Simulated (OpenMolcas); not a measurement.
# Rh³⁺ in K2NaGaF6: CASSCF and CASPT2 levels and susceptibility

Which state of Rh³⁺ lies lowest among these ligands, how large is the field, and what χT follows?

Method: state-averaged CASSCF and CASPT2, spin-orbit coupling by RASSI with atomic mean-field integrals. Code: OpenMolcas 26.06.

### Step 1. What is computed

```
Species                           : Rh³⁺ (rhodium, Z = 45, 42 electrons)
Basis                             : ANO-RCC-VDZP [6s5p3d1f], 151 functions with the ligands
Scalar Hamiltonian                : DKH2, point nucleus
Inactive shells                   : 1s 2s 2p 3s 3p 3d 4s 4p of the metal, and all ligand shells
Active space                      : 6 electrons in 5 orbitals (4d)
Some configurations of this space : 4d6
Orbitals                          : optimised for each spin and parity, averaged over all roots
```

The outer shells:

4d6
```
4d [↑↓][↑ ][↑ ][↑ ][↑ ]
```

Rh³⁺ is taken with its 6 nearest fluoride ions at 2.005 Å, on the cation site of K2NaGaF6 (a = 8.246 Å). The rest of the host is ab initio model potentials to 7.6 Å, with orthogonalisation functions on the cations behind the ligands, and point charges beyond; the distance is set by hand, nothing relaxes, and no local charge compensation is placed. Ligand basis ANO-RCC-VDZP.

```xyz
15

Rh    0.0000    0.0000    0.0000
F     2.0050    0.0000    0.0000
F     0.0000    2.0050    0.0000
F    -2.0050    0.0000    0.0000
F     0.0000   -2.0050    0.0000
F     0.0000    0.0000    2.0050
F     0.0000    0.0000   -2.0050
K     2.0615   -2.0615   -2.0615
K    -2.0615    2.0615    2.0615
K     2.0615   -2.0615    2.0615
K    -2.0615    2.0615   -2.0615
K     2.0615    2.0615   -2.0615
K    -2.0615   -2.0615    2.0615
K     2.0615    2.0615    2.0615
K    -2.0615   -2.0615   -2.0615
```

Each step is its own input file, run in one work folder so that later steps find the files of earlier ones. Labels, J, g values, rates, χT and fits are worked out afterwards by a script from the matrices that RASSI stores.

### Step 2. Basis and integrals

a.inp reads:

```
&GATEWAY
Basis set
Rh.ANO-RCC-VDZP.
Rh1 0.0 0.0 0.0 Angstrom
End of basis
Basis set
F.ANO-RCC-VDZP.
L1 2.005000 0.000000 0.000000 Angstrom
L2 0.000000 2.005000 0.000000 Angstrom
L3 0.000000 0.000000 2.005000 Angstrom
End of basis
Basis set
Na.EMB-AIMP.Barandiaran.6s3p.1s1p.ECP.K2NaGaF6.
PseudoCharge
* 3 symmetry-unique lattice sites within 7.6 angstrom
End of basis
Basis set
K.EMB-AIMP.Barandiaran.0s.0s.ECP.K2NaGaF6.
PseudoCharge
* 16 symmetry-unique lattice sites within 7.6 angstrom
End of basis
Basis set
Na.EMB-AIMP.Barandiaran.0s.0s.ECP.K2NaGaF6.
PseudoCharge
* 4 symmetry-unique lattice sites within 7.6 angstrom
End of basis
Basis set
F.EMB-AIMP.Barandiaran.0s.0s.ECP.K2NaGaF6.
PseudoCharge
* 39 symmetry-unique lattice sites within 7.6 angstrom
End of basis
Basis set
Ga.EMB-AIMP.Barandiaran.0s.0s.ECP.K2NaGaF6.
PseudoCharge
* 6 symmetry-unique lattice sites within 7.6 angstrom
End of basis
Symmetry
XYZ
AngMom=0.0 0.0 0.0
AMFI
RICD
XField
1521 Angstrom 0
* Evjen-weighted lattice charges
&SEWARD
```

Run with:

```console
> OMP_NUM_THREADS=1 MOLCAS_MEM=2457 MOLCAS_PROJECT=a pymolcas a.inp > a.log
```

### Step 3. Reference wave functions, quintets, 5 roots

a.inp reads:

```
&RASSCF
FileOrb=start.orb
Symmetry=1
Spin=5
nActEl=6 0 0
Inactive=24 24
Ras2=5 0
CIRoot=5 5 1
SDav=5
CIMx=300
Iter=150 100
PrWF=0.3
OrbListing=Nothing
MaxOrb=0
LevShft=1.0
>>> COPY $Project.JobIph JOB001
```

start.orb holds start orbitals that the driver prepared beforehand, or those of the step before.

### Step 4. Reference wave functions, triplets, 45 roots

a.inp reads:

```
&RASSCF
FileOrb=start.orb
Symmetry=1
Spin=3
nActEl=6 0 0
Inactive=24 24
Ras2=5 0
CIRoot=45 45 1
SDav=45
CIMx=300
Iter=150 100
PrWF=0.3
OrbListing=Nothing
MaxOrb=0
LevShft=1.0
>>> COPY $Project.JobIph JOB002
```

### Step 5. Reference wave functions, singlets, 50 roots

a.inp reads:

```
&RASSCF
FileOrb=start.orb
Symmetry=1
Spin=1
nActEl=6 0 0
Inactive=24 24
Ras2=5 0
CIRoot=50 50 1
SDav=50
CIMx=300
Iter=150 100
PrWF=0.3
OrbListing=Nothing
MaxOrb=0
LevShft=1.0
>>> COPY $Project.JobIph JOB003
```

### Step 6. State interaction with spin-orbit coupling

a.inp reads:

```
&RASSI
NrOfJobIphs=3 5 45 50
1 2 3 4 5
1 2 3 4 5 6 7 8 9 10 11 12 13 14 15 16 17 18 19 20 21 22 23 24 25 26 27
28 29 30 31 32 33 34 35 36 37 38 39 40 41 42 43 44 45
1 2 3 4 5 6 7 8 9 10 11 12 13 14 15 16 17 18 19 20 21 22 23 24 25 26 27
28 29 30 31 32 33 34 35 36 37 38 39 40 41 42 43 44 45 46 47 48 49 50
IphNames
JOB001
JOB002
JOB003
EJob
SpinOrbit
DIPRint=1.0
SOCoupling=1000.0
Subsets=2
Property=9
'ANGMOM' 1 'ANGMOM' 2 'ANGMOM' 3 'MLTPL  1' 1 'MLTPL  1' 2 'MLTPL  1' 3
'AMFI' 1 'AMFI' 2 'AMFI' 3
SOProperty=3
'ANGMOM' 1 'ANGMOM' 2 'ANGMOM' 3
```

### Step 7. CASPT2: IPEA 0.25, imaginary shift 0.1 (closed shells correlated: 4s 4p of the metal, with ligand shells; the Frozen line counts the rest)

a.inp reads:

```
>>> COPY JOB001 $Project.JobIph
&CASPT2
Multistate=5 1 2 3 4 5
NoMult
Frozen=11 9
IPEA=0.25
Imaginary=0.1
MaxIter=60
WThr=0.0 0.3 0.05
PrWF=0.5
NoMix
>>> COPY JOB002 $Project.JobIph
&CASPT2
Multistate=45 1 2 3 4 5 6 7 8 9 10 11 12 13 14 15 16 17 18 19 20 21 22
23 24 25 26 27 28 29 30 31 32 33 34 35 36 37 38 39 40 41 42 43 44 45
NoMult
Frozen=11 9
IPEA=0.25
Imaginary=0.1
MaxIter=60
WThr=0.0 0.3 0.05
PrWF=0.5
NoMix
>>> COPY JOB003 $Project.JobIph
&CASPT2
Multistate=50 1 2 3 4 5 6 7 8 9 10 11 12 13 14 15 16 17 18 19 20 21 22
23 24 25 26 27 28 29 30 31 32 33 34 35 36 37 38 39 40 41 42 43 44 45 46
47 48 49 50
NoMult
Frozen=11 9
IPEA=0.25
Imaginary=0.1
MaxIter=60
WThr=0.0 0.3 0.05
PrWF=0.5
NoMix
```

(Steps that only read results are left out.)

**Question.** What will these runs give? Wanted: spin-free ground state; first state of the same spin within the active space; lowest level; next level.

**Answer**, as computed:

| quantity | value |
| --- | --- |
| method | SS-CASPT2, IPEA 0.25, imaginary shift 0.1 (closed shells correlated: 4s 4p of the metal, with ligand shells; the Frozen line counts the rest) |
| spin-free ground state | 1A1, 1-fold in its orbital part |
| first state of the same spin within the active space | 1T1 at 21500 cm⁻¹ |
| lowest level | 1-fold A1 |
| next level | 16200.1 cm⁻¹ |
| χT at 300 K | 0.03 cm³ K/mol |
| effective moment at 300 K | 0.52 μB |

Cost by method:

| method | time of its own steps | time with the reference |
| --- | --- | --- |
| A. CASSCF | 44 s | 44 s |
| B. SS-CASPT2, IPEA 0.25, imaginary shift 0.1, +4s 4p | 5.3 min | 6 min |

Times are of one thread on a shared host.

The spin-free ground state (1A1) is 1-fold and has less than the highest spin computed. CASPT2 does not keep the components of a term degenerate, and the means are used. With metal d orbitals alone active, the gaps between spin states are rough; where two lie within a few thousand cm-1, their order is open.
